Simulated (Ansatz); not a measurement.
# Ta: the cost of one run

Computed with Ansatz 0.2.0 (DFT LDA, scalar-relativistic, plane waves, PAW, unless a step's input says otherwise).

### 1 The system as given

Symmetry: Im-3m, No. 229, cubic system. The conventional cell has a = 3.303 Å, b = 3.303 Å, c = 3.303 Å, α = 90.00°, β = 90.00°, γ = 90.00°. Ta (site symmetry m-3m) is surrounded by 8 Ta at 2.86 Å.

Structure file:

```
CELL_PARAMETERS angstrom
-1.65128 1.65128 1.65128
1.65128 -1.65128 1.65128
1.65128 1.65128 -1.65128
ATOMIC_POSITIONS crystal
Ta 0.00000 0.00000 0.00000
```

The cell is taken as given, not relaxed at this level.

### 2 Zero of the scan

File input.yaml:

```yaml
crystal:
  lattice:
    - [-1.65128, 1.65128, 1.65128]
    - [1.65128, -1.65128, 1.65128]
    - [1.65128, 1.65128, -1.65128]
  atoms:
    - { symbol: Ta, position: [0.0, 0.0, 0.0] }
basis:
  ecutwfc: 420
kpoints:
  mp_grid: { grid: [20, 20, 20] }
hamiltonian:
  xc: lda
scf:
  occupations: { method: gaussian, width: 0.15 }
output:
  forces: true
  stress: true
  eigenvalues: true
```

What time and memory should one allow on 1 thread of an Arm CPU, shared host?

About 2.6 s, with a peak of 0.31 GiB.
